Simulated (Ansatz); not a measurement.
# GaSiHO (triplet): from Hartree-Fock to the top rungs, cc-pVDZ

How much of the correlation energy of GaSiHO (triplet) does each wave-function method recover here?

Program: Ansatz 0.2.0, Gaussian basis. Level of theory: cc-pVDZ, core rule «outside noble gas», up to 20 orbitals frozen. These are calculated values, not measurements.

The runs, in order: UHF; CCSD(T) on ROHF; CCSD(T) on UHF; BCCD(T) on ROHF; CISD; CCSDT(Q) on ROHF; CCSDT(Q) on UHF; CASSCF and MRCISD+Q, 10 electrons in 10 orbitals; CASSCF and NEVPT2, 10 electrons in 10 orbitals.

23 further runs of the same task are left out: 2 for a known fault of the program, 15 that didn't finish, 6 set aside as unsound or not needed.

### 1 What is computed

The geometry is a PBE0/def2-TZVP stationary point (not a proven minimum) of the parent state, kept for this charge and spin. No spin-orbit coupling is included. The filled d shell of Ga may be among the frozen orbitals whatever the setting's name suggests; the logs give the count.

4 atoms, charge 0, spin multiplicity 3.

Atoms are counted from 1 here; the program's logs count them from 0.

Bond lengths: O1–Ga2 1.730 Å, O1–H4 0.950 Å, Ga2–Si3 2.335 Å. Angles: Ga2–O1–H4 180.0°, O1–Ga2–Si3 180.0°.

In the tables R marks a restricted open-shell determinant and U an unrestricted one; 'frontier' is the active space of 10 electrons in 10 orbitals; energies count from the table's Hartree-Fock row.

### 2 UHF

in.yaml

```yaml
crystal:
  periodic: [false, false, false]
  atoms:
    - {symbol: O, position_ang: [0.000000, 0.000000, 1.211275]}
    - {symbol: Ga, position_ang: [0.000000, 0.000000, -0.518425]}
    - {symbol: Si, position_ang: [0.000000, 0.000000, -2.853625]}
    - {symbol: H, position_ang: [0.000000, 0.000000, 2.160775]}
basis:
  gaussian: {orbitals: cc-pVDZ}
magnetization: {spin_polarized: true, initial_magnetization: 2}
hamiltonian: {xc: hf}
output: {orbitals: {seedname: orbitals}}
```

Run with:

```console
> ansatz run in.yaml --threads 1 --pin off --events-out ev --progress --plain --max-ram 2393MiB
```

The log of the run:

```text
Functional definition: HF
  name "HF"
  cite "Fock, Z. Phys. 61, 126 (1930) doi:10.1007/BF01340294"
  parent pbe
  exchange = exact_x
  correlation = 0
680 factors; integrals over basis functions are off by at most 1.4e-3 eV
mean field evaluation 1: about -62244.9892 eV, gradient 2.5e1 eV
mean field evaluation 2: about -62244.9998 eV, gradient 2.5e1 eV
mean field evaluation 4: about -62247.7967 eV, gradient 1.8e0 eV
mean field evaluation 8: about -62247.8555 eV, gradient 1.6e-1 eV
mean field evaluation 16: about -62236.4379 eV, gradient 9.1e0 eV
mean field -62247.85655712 eV, -2287.5665353616 hartree, gradient 2.6e-5 eV, S^2 2.026453; 0 other end points of the search recorded, 0 dependent functions left out
reference -62247.85655712 eV, -2287.5665353616 hartree; 28, 26 occupied and 36, 38 virtual orbitals, 680 factors
Total energy: -62247.85655712 eV, -2287.5665353616 hartree
```

It took 2.6 s on 1 thread of Arm Neoverse N1, shared host.

From the report: ⟨S²⟩ of the determinant 2.026 (pure triplet: 2.00).

### 3 CCSD(T) on ROHF

Edit in.yaml of step 2 so:

```diff
@@ -9,4 +9,4 @@
   gaussian: {orbitals: cc-pVDZ}
-magnetization: {spin_polarized: true, initial_magnetization: 2}
-hamiltonian: {xc: hf}
-output: {orbitals: {seedname: orbitals}}
+magnetization: {spin_polarized: false, initial_magnetization: 2}
+correlation: {method: ccsd_t, electrons: outside_noble_gas}
+output: {forces: true}
```

Launched as before.

The log of the run, shortened:

```text
Functional definition: HF
  name "HF"
  cite "Fock, Z. Phys. 61, 126 (1930) doi:10.1007/BF01340294"
  parent pbe
[...]
680 factors; integrals over basis functions are off by at most 1.4e-3 eV
[...]
mean field -62247.73463896 eV, -2287.5620549520 hartree, gradient 2.3e-6 eV, S^2 2.000000; 5 other end points of the search recorded, 0 dependent functions left out
[...]
determinant -62247.73463896 eV, -2287.5620549520 hartree, with singles and doubles -62256.65262833 eV, -2287.8897850163 hartree
determinant -62244.89833855 eV, -2287.4578228343 hartree, with singles and doubles -62253.92892507 eV, -2287.7896907676 hartree
determinant -62244.71393358 eV, -2287.4510460765 hartree, with singles and doubles -62253.86264681 eV, -2287.7872550866 hartree
determinant -62244.23968501 eV, -2287.4336177633 hartree, with singles and doubles -62253.07261574 eV, -2287.7582219804 hartree
20 core orbitals not correlated, not the lowest: weight in the atoms' cores, before any rotation towards them, 0.741 or more for the frozen orbitals, at most 0.251 for the correlated occupied ones
reference -62247.73463896 eV, -2287.5620549520 hartree; 8, 6 occupied and 36, 38 virtual orbitals, 680 factors
second order -8.18162613 eV of doubles, -0.06152837 eV of singles
cycle   1  -8.91760597 eV  change    3.8e-4 eV  update   8.6e-4
[...]
cycle   9  -8.91757023 eV  change    1.0e-6 eV  update   5.8e-7
perturbative correction -0.27344568 eV, -0.0100489435 hartree
[...]
Total energy: -62256.92565488 eV, -2287.8998185568 hartree
Atom 0 at     0.000000     0.000000     1.211275 Å, force    -0.000000     0.000000     0.520545 eV/Å
Atom 1 at     0.000000     0.000000    -0.518425 Å, force     0.000000     0.000000    -0.136378 eV/Å
Atom 2 at     0.000000     0.000000    -2.853625 Å, force    -0.000000    -0.000000    -0.676122 eV/Å
Atom 3 at     0.000000     0.000000     2.160775 Å, force    -0.000000     0.000000     0.291954 eV/Å
Dipole moment:     0.000000    -0.000000     0.619759 e Å
```

Run time: 26 s. Hardware: 1 thread of Arm Neoverse N1, shared host.

From the report: correlation -9.1910 eV; T1 0.022; largest double amplitude 0.06.

### 4 CCSD(T) on UHF

Edit in.yaml of step 3 so:

```diff
@@ -9,3 +9,3 @@
   gaussian: {orbitals: cc-pVDZ}
-magnetization: {spin_polarized: false, initial_magnetization: 2}
+magnetization: {spin_polarized: true, initial_magnetization: 2}
 correlation: {method: ccsd_t, electrons: outside_noble_gas}
```

The command is unchanged.

The log of the run, shortened:

```text
Functional definition: HF
  name "HF"
  cite "Fock, Z. Phys. 61, 126 (1930) doi:10.1007/BF01340294"
  parent pbe
[...]
680 factors; integrals over basis functions are off by at most 1.4e-3 eV
[...]
mean field -62247.85655712 eV, -2287.5665353616 hartree, gradient 3.6e-6 eV, S^2 2.026453; 5 other end points of the search recorded, 0 dependent functions left out
determinant -62247.85655712 eV, -2287.5665353616 hartree, with singles and doubles -62256.65566796 eV, -2287.8898967209 hartree
determinant -62245.16963084 eV, -2287.4677926422 hartree, with singles and doubles -62253.91812034 eV, -2287.7892937011 hartree
determinant -62244.85592377 eV, -2287.4562641199 hartree, with singles and doubles -62253.86871763 eV, -2287.7874781851 hartree
determinant -62244.47251538 eV, -2287.4421741213 hartree, with singles and doubles -62253.07618075 eV, -2287.7583529918 hartree
20 core orbitals not correlated, not the lowest: weight in the atoms' cores, before any rotation towards them, 0.738 or more for the frozen orbitals, at most 0.253 for the correlated occupied ones
reference -62247.85655712 eV, -2287.5665353616 hartree; 8, 6 occupied and 36, 38 virtual orbitals, 680 factors
second order -8.08434277 eV of doubles, -0.00000000 eV of singles
cycle   1  -8.79931477 eV  change   -2.0e-4 eV  update   1.5e-3
[...]
cycle   9  -8.79962015 eV  change    1.8e-6 eV  update   1.2e-6
perturbative correction -0.26916273 eV, -0.0098915479 hartree
[...]
Total energy: -62256.92534000 eV, -2287.8998069855 hartree
Atom 0 at     0.000000     0.000000     1.211275 Å, force     0.000000    -0.000000     0.519881 eV/Å
Atom 1 at     0.000000     0.000000    -0.518425 Å, force     0.000000    -0.000000    -0.137572 eV/Å
Atom 2 at     0.000000     0.000000    -2.853625 Å, force     0.000000    -0.000000    -0.674027 eV/Å
Atom 3 at     0.000000     0.000000     2.160775 Å, force     0.000000    -0.000000     0.291718 eV/Å
Dipole moment:    -0.000000    -0.000000     0.619973 e Å
```

Run time: 27 s. Hardware: 1 thread of Arm Neoverse N1, shared host.

From the report: ⟨S²⟩ of the determinant 2.026 (pure triplet: 2.00); correlation -9.0688 eV; T1 0.023; largest double amplitude 0.06.

### 5 BCCD(T) on ROHF

Edit in.yaml of step 4 so:

```diff
@@ -9,4 +9,3 @@
   gaussian: {orbitals: cc-pVDZ}
-magnetization: {spin_polarized: true, initial_magnetization: 2}
-correlation: {method: ccsd_t, electrons: outside_noble_gas}
-output: {forces: true}
+magnetization: {spin_polarized: false, initial_magnetization: 2}
+correlation: {method: bccd_t, electrons: outside_noble_gas}
```

Same command.

The log of the run, shortened:

```text
Functional definition: HF
  name "HF"
  cite "Fock, Z. Phys. 61, 126 (1930) doi:10.1007/BF01340294"
  parent pbe
[...]
680 factors; integrals over basis functions are off by at most 1.4e-3 eV
[...]
mean field -62247.73463896 eV, -2287.5620549520 hartree, gradient 2.3e-6 eV, S^2 2.000000; 5 other end points of the search recorded, 0 dependent functions left out
[...]
determinant -62247.73463896 eV, -2287.5620549520 hartree, with singles and doubles -62256.65262833 eV, -2287.8897850163 hartree
determinant -62244.89833855 eV, -2287.4578228343 hartree, with singles and doubles -62253.92892507 eV, -2287.7896907676 hartree
determinant -62244.71393358 eV, -2287.4510460765 hartree, with singles and doubles -62253.86264681 eV, -2287.7872550866 hartree
determinant -62244.23968501 eV, -2287.4336177633 hartree, with singles and doubles -62253.07261574 eV, -2287.7582219804 hartree
20 core orbitals not correlated, not the lowest: weight in the atoms' cores, before any rotation towards them, 0.741 or more for the frozen orbitals, at most 0.251 for the correlated occupied ones
reference -62247.73463896 eV, -2287.5620549520 hartree; 8, 6 occupied and 36, 38 virtual orbitals, 680 factors
second order -8.18162613 eV of doubles, -0.06152837 eV of singles
cycle   1  -8.89220679 eV  change    2.6e-2 eV  update   1.1e-2
[...]
cycle   9  -8.89477667 eV  change    1.8e-6 eV  update   8.3e-6
perturbative correction -0.29994260 eV, -0.0110226873 hartree
Total energy: -62256.92935824 eV, -2287.8999546529 hartree
```

Wall time 17 s (1 thread of Arm Neoverse N1, shared host).

From the report: correlation -9.1947 eV; largest double amplitude 0.06.

### 6 CISD

Edit in.yaml of step 5 so:

```diff
@@ -10,2 +10,2 @@
 magnetization: {spin_polarized: false, initial_magnetization: 2}
-correlation: {method: bccd_t, electrons: outside_noble_gas}
+correlation: {active_space: {ras: {orbitals: [6, 2, 36], electrons: 14, max_holes: 2, max_particles: 2}, fixed_orbitals: true}}
```

Launched as before.

The log of the run:

```text
Functional definition: HF
  name "HF"
  cite "Fock, Z. Phys. 61, 126 (1930) doi:10.1007/BF01340294"
  parent pbe
  exchange = exact_x
  correlation = 0
680 factors; integrals over basis functions are off by at most 1.4e-3 eV
mean field evaluation 1: about -62244.8571 eV, gradient 3.6e1 eV
mean field evaluation 2: about -62244.8677 eV, gradient 3.6e1 eV
mean field evaluation 4: about -62247.7083 eV, gradient 2.0e0 eV
mean field evaluation 8: about -62247.7340 eV, gradient 1.6e-1 eV
mean field evaluation 16: about -62244.7139 eV, gradient 3.9e-3 eV
mean field -62247.73463896 eV, -2287.5620549520 hartree, gradient 2.3e-6 eV, S^2 2.000000; 2 other end points of the search recorded, 0 dependent functions left out
reference -62247.73463896 eV, -2287.5620549520 hartree; 28, 26 occupied and 36, 38 virtual orbitals, 680 factors
state -62254.70520554 eV, -2287.8182185487 hartree
Total energy: -62254.70520554 eV, -2287.8182185487 hartree
```

It took 22 s on 1 thread of Arm Neoverse N1, shared host.

From the report: 103,186 determinants.

### 7 CCSDT(Q) on ROHF

Edit in.yaml of step 6 so:

```diff
@@ -10,2 +10,2 @@
 magnetization: {spin_polarized: false, initial_magnetization: 2}
-correlation: {active_space: {ras: {orbitals: [6, 2, 36], electrons: 14, max_holes: 2, max_particles: 2}, fixed_orbitals: true}}
+correlation: {method: ccsdt_q, electrons: outside_noble_gas}
```

Launched as before.

The log of the run, shortened:

```text
Functional definition: HF
  name "HF"
  cite "Fock, Z. Phys. 61, 126 (1930) doi:10.1007/BF01340294"
  parent pbe
[...]
1190 factors; integrals over basis functions are off by at most 1.4e-7 eV
[...]
mean field -62247.73497967 eV, -2287.5620674725 hartree, gradient 2.5e-6 eV, S^2 2.000000; 5 other end points of the search recorded, 0 dependent functions left out
[...]
determinant -62247.73497967 eV, -2287.5620674725 hartree, with singles and doubles -62256.65297835 eV, -2287.8897978793 hartree
determinant -62244.89868470 eV, -2287.4578355549 hartree, with singles and doubles -62253.92927690 eV, -2287.7897036971 hartree
determinant -62244.71428342 eV, -2287.4510589331 hartree, with singles and doubles -62253.86300907 eV, -2287.7872683995 hartree
determinant -62244.24005029 eV, -2287.4336311868 hartree, with singles and doubles -62253.07299007 eV, -2287.7582357367 hartree
20 core orbitals not correlated, not the lowest: weight in the atoms' cores, before any rotation towards them, 0.741 or more for the frozen orbitals, at most 0.251 for the correlated occupied ones
reference -62247.73497967 eV, -2287.5620674725 hartree; 8, 6 occupied and 36, 38 virtual orbitals, 1190 factors
second order -8.18164308 eV of doubles, -0.06152876 eV of singles
cycle   1  -8.57472774 eV  change   -3.3e-1 eV  update   1.1e-1
[...]
cycle  19  -9.22823903 eV  change   -2.9e-7 eV  update   1.5e-6
perturbative correction -0.02838456 eV, -0.0010431135 hartree
Total energy: -62256.99160326 eV, -2287.9022421152 hartree
```

Wall time 2.5 min (1 thread of Arm Neoverse N1, shared host); peak memory 1.1 GiB.

From the report: correlation -9.2566 eV; T1 0.023; largest double amplitude 0.07.

### 8 CCSDT(Q) on UHF

Edit in.yaml of step 7 so:

```diff
@@ -9,3 +9,3 @@
   gaussian: {orbitals: cc-pVDZ}
-magnetization: {spin_polarized: false, initial_magnetization: 2}
+magnetization: {spin_polarized: true, initial_magnetization: 2}
 correlation: {method: ccsdt_q, electrons: outside_noble_gas}
```

Launched as before.

The log of the run, shortened:

```text
Functional definition: HF
  name "HF"
  cite "Fock, Z. Phys. 61, 126 (1930) doi:10.1007/BF01340294"
  parent pbe
[...]
1190 factors; integrals over basis functions are off by at most 1.4e-7 eV
[...]
mean field -62247.85689957 eV, -2287.5665479464 hartree, gradient 3.3e-6 eV, S^2 2.026454; 5 other end points of the search recorded, 0 dependent functions left out
determinant -62247.85689957 eV, -2287.5665479464 hartree, with singles and doubles -62256.65601795 eV, -2287.8899095826 hartree
determinant -62245.16998097 eV, -2287.4678055089 hartree, with singles and doubles -62253.91847231 eV, -2287.7893066358 hartree
determinant -62244.85627482 eV, -2287.4562770207 hartree, with singles and doubles -62253.86907995 eV, -2287.7874915001 hartree
determinant -62244.47288082 eV, -2287.4421875512 hartree, with singles and doubles -62253.07655485 eV, -2287.7583667397 hartree
20 core orbitals not correlated, not the lowest: weight in the atoms' cores, before any rotation towards them, 0.738 or more for the frozen orbitals, at most 0.253 for the correlated occupied ones
reference -62247.85689957 eV, -2287.5665479464 hartree; 8, 6 occupied and 36, 38 virtual orbitals, 1190 factors
second order -8.08435741 eV of doubles, -0.00000000 eV of singles
cycle   1  -8.41970143 eV  change   -3.4e-1 eV  update   1.1e-1
[...]
cycle  20  -9.10713905 eV  change   -3.2e-7 eV  update   9.7e-7
perturbative correction -0.03182104 eV, -0.0011694016 hartree
Total energy: -62256.99585965 eV, -2287.9023985349 hartree
```

Wall time 2.2 min (1 thread of Arm Neoverse N1, shared host); peak memory 0.82 GiB.

From the report: ⟨S²⟩ of the determinant 2.026 (pure triplet: 2.00); correlation -9.1390 eV; T1 0.025; largest double amplitude 0.07.

### 9 CASSCF and MRCISD+Q, 10 electrons in 10 orbitals

Edit in.yaml of step 8 so:

```diff
@@ -9,3 +9,3 @@
   gaussian: {orbitals: cc-pVDZ}
-magnetization: {spin_polarized: true, initial_magnetization: 2}
-correlation: {method: ccsdt_q, electrons: outside_noble_gas}
+magnetization: {spin_polarized: false, initial_magnetization: 2}
+correlation: {method: fic_mrcisd_q, electrons: outside_noble_gas, active_space: {window: {electrons: 10, orbitals: 10}}}
```

Same command.

The log of the run, shortened:

```text
Functional definition: HF
  name "HF"
  cite "Fock, Z. Phys. 61, 126 (1930) doi:10.1007/BF01340294"
  parent pbe
[...]
680 factors; integrals over basis functions are off by at most 1.4e-3 eV
[...]
mean field -62247.73463896 eV, -2287.5620549520 hartree, gradient 2.3e-6 eV, S^2 2.000000; 2 other end points of the search recorded, 0 dependent functions left out
reference -62247.73463896 eV, -2287.5620549520 hartree; 28, 26 occupied and 36, 38 virtual orbitals, 680 factors
state -62251.28977158 eV, -2287.6927036659 hartree
contracted CI cycle   1: correlation 0.00000000 eV, 0.0000000000 hartree, residual 2.10e1 eV
contracted CI cycle   2: correlation -4.86671396 eV, -0.1788484391 hartree, residual 3.51e0 eV
contracted CI cycle   3: correlation -5.04808793 eV, -0.1855138097 hartree, residual 1.24e0 eV
[...]
contracted CI cycle   3: correlation -5.74243784 eV, -0.2110306983 hartree, residual 1.26e0 eV
contracted CI cycle   4: correlation -5.76731482 eV, -0.2119449105 hartree, residual 4.62e-1 eV
contracted CI cycle   5: correlation -5.77060631 eV, -0.2120658705 hartree, residual 1.76e-1 eV
contracted CI cycle   6: correlation -5.77105373 eV, -0.2120823127 hartree, residual 6.92e-2 eV
contracted CI cycle   7: correlation -5.77111268 eV, -0.2120844790 hartree, residual 2.67e-2 eV
contracted CI cycle   8: correlation -5.77112185 eV, -0.2120848161 hartree, residual 9.62e-3 eV
contracted CI cycle   9: correlation -5.77112307 eV, -0.2120848610 hartree, residual 3.47e-3 eV
contracted CI cycle  10: correlation -5.77112322 eV, -0.2120848666 hartree, residual 1.38e-3 eV
state -62250.49317198 eV, -2287.6634291706 hartree; corrected -62256.84609722 eV, -2287.8968948670 hartree
state -62251.28977158 eV, -2287.6927036659 hartree; corrected -62256.89807632 eV, -2287.8988050634 hartree
[...]
Total energy: -62256.89807632 eV, -2287.8988050634 hartree
```

Run time: 59 s. Hardware: 1 thread of Arm Neoverse N1, shared host; peak memory 0.59 GiB.

From the report: 15,912 determinants; active occupations 1.99, 1.98, 1.98, 1.98, 1.00, 1.00, 0.02, 0.02, 0.02, 0.02.

### 10 CASSCF and NEVPT2, 10 electrons in 10 orbitals

Edit in.yaml of step 9 so:

```diff
@@ -10,2 +10,2 @@
 magnetization: {spin_polarized: false, initial_magnetization: 2}
-correlation: {method: fic_mrcisd_q, electrons: outside_noble_gas, active_space: {window: {electrons: 10, orbitals: 10}}}
+correlation: {method: sc_nevpt2, electrons: outside_noble_gas, active_space: {window: {electrons: 10, orbitals: 10}}}
```

Launched as before.

The log of the run, shortened:

```text
Functional definition: HF
  name "HF"
  cite "Fock, Z. Phys. 61, 126 (1930) doi:10.1007/BF01340294"
  parent pbe
[...]
680 factors; integrals over basis functions are off by at most 1.4e-3 eV
[...]
mean field -62247.73463896 eV, -2287.5620549520 hartree, gradient 2.3e-6 eV, S^2 2.000000; 2 other end points of the search recorded, 0 dependent functions left out
reference -62247.73463896 eV, -2287.5620549520 hartree; 28, 26 occupied and 36, 38 virtual orbitals, 680 factors
state -62251.28977158 eV, -2287.6927036659 hartree
state -62251.28977158 eV, -2287.6927036659 hartree; corrected -62255.46113786 eV, -2287.8459985493 hartree
state -62250.49317198 eV, -2287.6634291706 hartree
state -62250.49317198 eV, -2287.6634291706 hartree; corrected -62255.36553892 eV, -2287.8424853530 hartree
state -62251.28977158 eV, -2287.6927036659 hartree; corrected -62255.46113786 eV, -2287.8459985493 hartree
[...]
Total energy: -62255.46113786 eV, -2287.8459985493 hartree
```

Run time: 45 s. Hardware: 1 thread of Arm Neoverse N1, shared host.

From the report: 15,912 determinants; active occupations 1.99, 1.98, 1.98, 1.98, 1.00, 1.00, 0.02, 0.02, 0.02, 0.02.

### 11 All levels against the top one

The yardstick is UCCSDT(Q), where the cluster series has nearly closed. Rows without a time come out of other runs: HF, MP2 and CCSD of CCSD(T), CCSDT of CCSDT(Q), CASSCF and MRCISD of the multireference runs. The times of RCCSD(T), UCCSD(T) include forces.

Differences are taken before rounding.

| method | energy from the lowest RHF (kcal/mol) | from UCCSDT(Q) (kcal/mol) | time |
| --- | --- | --- | --- |
| RHF | 0.00 | +213.57 |  |
| UHF | -2.81 | +210.76 |  |
| RMP2 | -190.09 | +23.48 |  |
| UMP2 | -189.24 | +24.33 |  |
| RCCSD | -205.64 | +7.92 |  |
| UCCSD | -205.74 | +7.83 |  |
| RCCSD(T) | -211.95 | +1.62 | 26 s |
| UCCSD(T) | -211.94 | +1.63 | 27 s |
| BCCD(T) | -212.04 | +1.53 | 17 s |
| RCCSDT | -212.82 | +0.75 |  |
| UCCSDT | -212.84 | +0.73 |  |
| RCCSDT(Q) | -213.47 | +0.10 | 2.5 min |
| UCCSDT(Q) | -213.57 | 0 | 2.2 min |
| CASSCF frontier | -81.98 | +131.59 |  |
| NEVPT2 frontier | -178.18 | +35.39 | 45 s |
| MRCISD frontier | -199.13 | +14.44 |  |
| MRCISD+Q frontier | -211.31 | +2.25 | 59 s |

Among the levels timed on like hardware and quicker than the yardstick, those that no quicker one beats, quickest first: BCCD(T) (17 s, +1.53 kcal/mol).

Not comparable, so not listed: CISD (they don't share determinant, frozen orbitals or solution with the rows shown, or repeat one).

### 12 Summary of results

| quantity | value |
| --- | --- |
| UCCSDT(Q) below the RHF energy | -9.2612 eV |
| RMP2 from UCCSDT(Q) | +23.48 kcal/mol |
| UMP2 from UCCSDT(Q) | +24.33 kcal/mol |
| RCCSD from UCCSDT(Q) | +7.92 kcal/mol |
| RCCSD(T) from UCCSDT(Q) | +1.62 kcal/mol |
| UCCSD(T) from UCCSDT(Q) | +1.63 kcal/mol |
| RCCSDT(Q) from UCCSDT(Q) | +0.10 kcal/mol |
| NEVPT2 frontier from UCCSDT(Q) | +35.39 kcal/mol |
| MRCISD+Q frontier from UCCSDT(Q) | +2.25 kcal/mol |
| levels within 1 kcal/mol (43 meV) | RCCSDT, UCCSDT, RCCSDT(Q) |
| T1 diagnostic | 0.022 |

RCCSD(T) misses by +1.62 kcal/mol, 0.8 % of the correlation energy. Of the multireference levels listed MRCISD+Q frontier comes nearest in total energy (+2.25 kcal/mol), which doesn't show that its space is the better one. These misses are within one basis, not against nature; the frozen cores of restricted and unrestricted runs differ, which can shift their rows.

BCCD(T) reaches 1.53 kcal/mol from the reference in 17 s, where UCCSDT(Q) took 2.2 min.
